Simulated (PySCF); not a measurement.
# CH9NOSi2: the cost of one run

The runs use PySCF 2.14.0, with density-fitted response routines of our own; the level of theory stands in each step. All values are computed, except where a source is named. Atoms are numbered from 0 throughout.

## Step 1: The starting structure

14 atoms, charge 0, multiplicity 1; geometry from: PBE0-D3(BJ)/def2-SVP.

Bonds of the start (Å): C0–Si1 1.88, Si1–N2 1.74, Si1–Si3 2.34, Si3–O4 1.68, C0–H5 1.10, C0–H6 1.10, C0–H7 1.10, Si1–H8 1.51, N2–H9 1.01, N2–H10 1.02, Si3–H11 1.50, Si3–H12 1.50, O4–H13 0.96.

## Step 2: NMR shieldings: PBE0/pcSseg-1

What the job is given:

```
{"job": {"kind": "nmr", "xc": "PBE0", "basis": "pcSseg-1", "pop": false}, "charge": 0, "multiplicity": 1}
C     -1.949719    -0.783227    -0.155289
Si    -0.556618    -0.007132     0.837140
N     -0.474988     1.706095     0.559544
Si     1.573990    -0.662496     0.116351
O      2.516261     0.668543     0.534615
H     -2.924406    -0.383843     0.168647
H     -1.831970    -0.569843    -1.228289
H     -1.975232    -1.874838    -0.011434
H     -0.754512    -0.419298     2.273600
H     -1.214433     2.322367     0.879643
H      0.437677     2.131063     0.698966
H      1.622326    -0.895802    -1.367728
H      2.092773    -1.919239     0.752518
H      3.422054     0.675631     0.211649
```

Level: GIAO PBE0/pcSseg-1 NMR shielding, non-relativistic, gas phase.

Started as:

```sh
OMP_NUM_THREADS=1 python probes_run.py task.json out
```

The driver reads the jobs from task.json and runs them one after another.

**Question.** How long does this first job take on 1 thread of AMD EPYC 7R43, shared host, and how much memory does it need?

About 11 s, with a peak of 0.79 GiB.
